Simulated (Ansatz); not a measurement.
# The cluster Cu3Cl3+: structure and electronic state

Aim: characterise the cluster Cu3Cl3+ as a doublet: its structure, frontier levels and distribution of charge and spin.

Computed with Ansatz 0.2.0, Gaussian basis. Level: UKS PBE0-D4/def2-TZVP.

The runs, in order: relaxation at r2SCAN-D4/def2-SVP; a search for the lowest solution at PBE-D4/def2-SVP; a single point at PBE0-D4/def2-TZVP.

5 further runs of the same task are left out: 1 that didn't finish, 4 set aside as unsound or not needed.

**1. Starting geometry**

6 atoms, charge 1, spin multiplicity 2.

Atoms are counted from 1 here; the program's logs count them from 0.

Bond lengths: Cu1–Cl5 2.152 Å, Cu1–Cl6 2.152 Å, Cu2–Cl4 2.152 Å, Cu2–Cl6 2.154 Å, Cu3–Cl4 2.154 Å, Cu3–Cl5 2.153 Å. Angles: Cl5–Cu1–Cl6 168.4°, Cl4–Cu2–Cl6 168.3°, Cl4–Cu3–Cl5 168.6°, Cu2–Cl4–Cu3 71.5°, Cu1–Cl5–Cu3 71.5°, Cu1–Cl6–Cu2 71.7°.

As a file:

```xyz
6

Cu   -0.12290   -0.24338    1.42895
Cu    0.44018    1.29986   -0.48400
Cu   -0.31601   -1.05470   -0.94404
Cl    0.23142    0.40482   -2.43015
Cl   -0.76510   -2.20452    0.81951
Cl    0.53241    1.79791    1.60973
```

No spin-orbit coupling is included. The ion is computed in the gas phase, without counter-ions or solvent.

The start is a GFN1-xTB geometry.

**2. Optimising with r2SCAN-D4/def2-SVP**

in.yaml reads:

```yaml
crystal:
  periodic: [false, false, false]
  atoms:
    - {symbol: Cu, position_ang: [-0.122900, -0.243380, 1.428950]}
    - {symbol: Cu, position_ang: [0.440180, 1.299860, -0.484000]}
    - {symbol: Cu, position_ang: [-0.316010, -1.054700, -0.944040]}
    - {symbol: Cl, position_ang: [0.231420, 0.404820, -2.430150]}
    - {symbol: Cl, position_ang: [-0.765100, -2.204520, 0.819510]}
    - {symbol: Cl, position_ang: [0.532410, 1.797910, 1.609730]}
basis:
  gaussian: {orbitals: def2-SVP}
total_charge: 1
magnetization: {spin_polarized: true, initial_magnetization: 1}
hamiltonian: {xc: r2scan, dispersion: d4}
scf: {lower_state_search: "off"}
output: {orbitals: {seedname: orbitals}}
relax: {f_tol: 0.02, max_steps: 100}
```

Command:

```sh
ansatz run in.yaml --threads 4 --pin off --events-out ev --progress --plain --max-ram 4787MiB
```

Further steps of the session: Searching for the lowest solution, PBE-D4/def2-SVP; Single point, PBE0-D4/def2-TZVP.

Q: Predict the results of all the runs planned. Wanted: point group; commonest bond; HOMO, LUMO at PBE0-D4/def2-TZVP; ⟨S²⟩.

**Answer**, as computed:

| quantity | value |
| --- | --- |
| point group | C2v |
| commonest bond | Cl–Cu, 6 of mean length 2.180 Å |
| HOMO, LUMO at PBE0-D4/def2-TZVP (over both spins) | -12.90, -11.01 eV |
| ⟨S²⟩ | 0.771 |

In words: The molecule keeps its bonding pattern by the stored test; the atoms moved 0.08 Å (rms). No usable vibrations, so a minimum isn't proven. Whether this spin is the lowest isn't tested here.
